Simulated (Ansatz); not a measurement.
Ti3S2, space group R32, a charge-density difference against the sublattices

Computed with the Ansatz DFT code, driven from Python.

The script, `drho.py`:
```python
# -*- coding: utf-8 -*-
"""Density difference of Ti3S2 against its sublattices."""

import logging
import sys
import warnings

import ansatz as az
import numpy as np

logging.basicConfig(stream=sys.stdout, format="%(levelname)s %(message)s")
logger = logging.getLogger("ansatz_job")
logger.setLevel(logging.INFO)

FUNCTIONAL = "pbesol"
FILLING = "fermi_dirac"
SCF_TOL = 1e-08
ECUT = 460
KGRID = (6, 6, 6)

VECTORS = np.array([
    [2.71311392, 1.56641705, 3.2376184],
    [-2.71311392, 1.56641705, 3.2376184],
    [0.0, -3.13283411, 3.2376184],
])
SITES = [
    ("Ti", [0.335655, 0.664345, 0.0]),
    ("Ti", [0.664345, 0.0, 0.335655]),
    ("Ti", [0.0, 0.335655, 0.664345]),
    ("S", [0.832161, 0.832161, 0.832161]),
    ("S", [0.167839, 0.167839, 0.167839]),
]


def on_lattice(cell):
    crystal = az.Crystal(lattice=az.Lattice.of(cell))
    for symbol, position in SITES:
        crystal = crystal.atom(symbol, position)
    return crystal

warnings.simplefilter("ignore", az.DeckWarning)

# same cell, cutoff and mesh for the crystal and its parts
def solve(crystal):
    return (
        crystal.calculation()
        .functional(FUNCTIONAL)
        .occupations(FILLING)  # fractional filling near the Fermi level
        .mixing("anderson", preconditioner="local_kerker")
        .scf(tolerance=SCF_TOL)
        .basis(ECUT, grid_basis="typed")  # a bare number is in eV
        .kpoints(*KGRID)
        .density()
        .run(threads=1)
    )


whole = solve(on_lattice(VECTORS))
difference = whole.density().channels[0].density_e_per_ang3.copy()
binding = whole.report["free_energy_ev"]
for element in ["Ti", "S"]:
    part = az.Crystal(lattice=az.Lattice.of(VECTORS))
    for symbol, position in SITES:
        if symbol == element:
            part = part.atom(symbol, position)
    alone = solve(part)
    difference -= alone.density().channels[0].density_e_per_ang3
    binding -= alone.report["free_energy_ev"]
    logger.info(f"{element} sublattice: {alone.report['n_electrons']:g} electrons, {alone.report['n_iterations']} iterations")

voxel = abs(np.linalg.det(VECTORS)) / difference.size
logger.info(f"energy of the crystal less its unpolarised sublattices: {binding / len(SITES):.4f} eV/atom")
logger.info(f"net charge of the difference {difference.sum() * voxel:.5f} e, charge rearranged {0.5 * np.abs(difference).sum() * voxel:.3f} e")
logger.info(f"extremes {difference.min():.4f} and {difference.max():.4f} e/A^3")
for (symbol, position) in SITES:
    index = tuple(int(round(p * n)) % n for p, n in zip(position, difference.shape))
    logger.info(f"  change of the pseudo-density at the grid point nearest {symbol}: {difference[index]:+.4f} e/A^3")
profile = difference.mean(axis=(0, 1))
print("planar mean along the third vector:", np.round(profile[:: max(len(profile) // 12, 1)], 4))
```

```console
$ python drho.py
INFO Ti sublattice: 36 electrons, 8 iterations
INFO S sublattice: 12 electrons, 8 iterations
INFO energy of the crystal less its unpolarised sublattices: -2.7275 eV/atom
INFO net charge of the difference 0.00000 e, charge rearranged 0.763 e
INFO extremes -0.1152 and 0.0963 e/A^3
INFO   change of the pseudo-density at the grid point nearest Ti: -0.0264 e/A^3
INFO   change of the pseudo-density at the grid point nearest Ti: -0.0264 e/A^3
INFO   change of the pseudo-density at the grid point nearest Ti: -0.0264 e/A^3
INFO   change of the pseudo-density at the grid point nearest S: -0.1034 e/A^3
INFO   change of the pseudo-density at the grid point nearest S: -0.1034 e/A^3
planar mean along the third vector: [ 0.0042  0.0016 -0.001   0.0009  0.0032  0.0022 -0.0007 -0.0047 -0.0071
 -0.0047 -0.0007  0.0022  0.0032  0.0009 -0.001   0.0016]
```

Notes:
- These settings explore the input space; cutoff and mesh may be short of convergence.
- Spin is left out of this run.
- For a metal this k-point mesh is coarse: on a finer one energies can move by several to tens of meV an atom and pressures by half a GPa or more, differences at one mesh by less.
- Densities and potentials on the grid are those of the valence electrons, and inside the cores they hang on the potentials used.
- This cell is a computed structure, which may not be the phase found in nature.
- Charge moved counts every rearrangement, bonding and polarisation too, and is no transfer between atoms; the bare sublattices are artificial references. Values near the nuclei depend on the potentials.
- Hardware and time: 4.5 s on 1 thread of AMD EPYC 9R45 (Zen 5) (shared host), peak memory 0.42 GiB.
